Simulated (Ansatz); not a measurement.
# C₃H₇Cl₂In: one species, many methods

One table from this session's results is given with a row withheld; the runs are named, their logs left out.

Computed with Ansatz 0.2.0, Gaussian basis. Level: functionals in def2-TZVPP, the program's frozen cores in correlated methods.

The runs, in order: LDA (SPW92), PBE-D4, revPBE-D4, BLYP-D4, r2SCAN-D4, B97M-V, PBE0-D4, B3LYP-D4, r2SCANh-D4, r2SCAN0-D4, HSE06-D4, BHLYP-D4, CAM-B3LYP-D4, LC-ωPBE, ωB97X-V, ωB97M-V, B2PLYP, PBE-QIDH; CCSD(T)/def2-SVP; MP2/def2-TZVPP; MP2/def2-QZVPP; RPA on PBE.

1 further run of the same task is left out (for a known fault of the program). Runs told in other sessions of the task aren't counted.

## The relaxed structure

An earlier PBE0-D4 in a triple-zeta def2 set relaxation fixed the geometry. In takes the def2 core potential; no spin-orbit term is included.

SMILES `C[CH](C)[In]([Cl])[Cl]`, 13 atoms, charge 0, spin multiplicity 1.

Atoms are counted from 1 here; the program's logs count them from 0.

Bond lengths: C1–C2 1.520 Å, C1–H7 1.093 Å, C1–H8 1.092 Å, C1–H9 1.096 Å, C2–C3 1.520 Å, C2–In4 2.163 Å, C2–H10 1.095 Å, C3–H11 1.092 Å, C3–H12 1.096 Å, C3–H13 1.093 Å, In4–Cl5 2.331 Å, In4–Cl6 2.331 Å. Angles: C2–C1–H7 111.8°, C2–C1–H8 112.6°, C2–C1–H9 109.8°, H7–C1–H8 107.6°, H7–C1–H9 107.0°, H8–C1–H9 107.7°, C1–C2–C3 113.1°, C1–C2–In4 110.9°, C1–C2–H10 109.3°, C3–C2–In4 110.9°, C3–C2–H10 109.3°, In4–C2–H10 102.8°, C2–C3–H11 112.6°, C2–C3–H12 109.8°, C2–C3–H13 111.8°, H11–C3–H12 107.7°, H11–C3–H13 107.6°, H12–C3–H13 107.0° and more.

Coordinates:

```mol
C3H7Cl2In
  3D, bonds by distance, orders not assigned

 13 12  0  0  0  0  0  0  0  0999 V2000
    0.3274   -1.4092    0.4988 C   0  0
    0.4314    0.0759    0.1921 C   0  0
    0.7950    0.3625   -1.2557 C   0  0
   -1.3867    1.1078    0.7488 In  0  0
   -2.1338    3.0751   -0.2550 Cl  0  0
   -2.8446    0.3854    2.4184 Cl  0  0
   -0.4255   -1.9006   -0.1232 H   0  0
    0.0737   -1.6050    1.5425 H   0  0
    1.2855   -1.9000    0.2909 H   0  0
    1.1797    0.5302    0.8503 H   0  0
    0.8762    1.4312   -1.4638 H   0  0
    1.7609   -0.0980   -1.4948 H   0  0
    0.0607   -0.0555   -1.9494 H   0  0
  1  2  8  0
  2  3  8  0
  2  4  8  0
  4  5  8  0
  4  6  8  0
  1  7  8  0
  1  8  8  0
  1  9  8  0
  2 10  8  0
  3 11  8  0
  3 12  8  0
  3 13  8  0
M  END
```

Set-up of the first run:

The input, in.yaml:

```yaml
crystal:
  periodic: [false, false, false]
  atoms:
    - {symbol: C, position_ang: [0.327383, -1.409153, 0.498793]}
    - {symbol: C, position_ang: [0.431448, 0.075885, 0.192118]}
    - {symbol: C, position_ang: [0.795040, 0.362474, -1.255653]}
    - {symbol: In, position_ang: [-1.386721, 1.107846, 0.748758]}
    - {symbol: Cl, position_ang: [-2.133779, 3.075107, -0.254973]}
    - {symbol: Cl, position_ang: [-2.844615, 0.385436, 2.418374]}
    - {symbol: H, position_ang: [-0.425519, -1.900632, -0.123155]}
    - {symbol: H, position_ang: [0.073723, -1.605016, 1.542539]}
    - {symbol: H, position_ang: [1.285528, -1.899953, 0.290900]}
    - {symbol: H, position_ang: [1.179685, 0.530226, 0.850283]}
    - {symbol: H, position_ang: [0.876171, 1.431234, -1.463778]}
    - {symbol: H, position_ang: [1.760934, -0.097997, -1.494764]}
    - {symbol: H, position_ang: [0.060713, -0.055458, -1.949450]}
basis:
  gaussian: {orbitals: def2-TZVPP}
hamiltonian: {xc: lda}
output: {orbitals: {seedname: orbitals}}
```

Launch:

```
$ ansatz run in.yaml --threads 4 --pin off --events-out ev --progress --plain --max-ram 11315MiB
```

Among the steps run: LDA; PBE-D4 (GGA); revPBE-D4 (GGA); BLYP-D4 (GGA); r2SCAN-D4 (meta-GGA); B97M-V (meta-GGA); B3LYP-D4 (hybrid); r2SCANh-D4 (hybrid); r2SCAN0-D4 (hybrid); HSE06-D4 (hybrid); BHLYP-D4 (hybrid); CAM-B3LYP-D4 (range-separated); LC-ωPBE (range-separated); ωB97X-V (range-separated); ωB97M-V (range-separated); B2PLYP (double hybrid); PBE-QIDH (double hybrid).

One of the session's tables, all rows but one given; the rest of the session is left out.

It belongs to the step «Orbital energies across the functionals». 

| functional | HOMO (eV) | LUMO (eV) | gap (eV) |
| --- | --- | --- | --- |
| LDA (SPW92) | -6.89 | -2.75 | 4.13 |
| PBE-D4 | -6.72 | -2.46 | 4.26 |
| revPBE-D4 | -6.66 | -2.34 | 4.32 |
| BLYP-D4 | -6.58 | -2.41 | 4.17 |
| r2SCAN-D4 | -6.96 | -2.25 | 4.71 |
| B97M-V | -6.99 | -2.34 | 4.65 |
| PBE0-D4 | -7.85 | -1.60 | 6.24 |
| B3LYP-D4 | -7.65 | -1.90 | 5.75 |
| r2SCANh-D4 | -7.38 | -1.94 | 5.43 |
| r2SCAN0-D4 | -8.01 | -1.48 | 6.53 |
| HSE06-D4 | -7.46 | -1.97 | 5.48 |
| BHLYP-D4 | -8.86 | -0.84 | 8.02 |
| CAM-B3LYP-D4 | ? | ? | ? |
| LC-ωPBE | -10.38 | 0.46 | 10.85 |
| ωB97X-V | -10.05 | 0.29 | 10.33 |
| ωB97M-V | -9.92 | 0.02 | 9.93 |

Q: Estimate the row for CAM-B3LYP-D4 from the others.

As computed: HOMO (eV): -9.11; LUMO (eV): -0.69; gap (eV): 8.42. In the column «HOMO (eV)» it lies between ωB97M-V (-9.92) and BHLYP-D4 (-8.86).
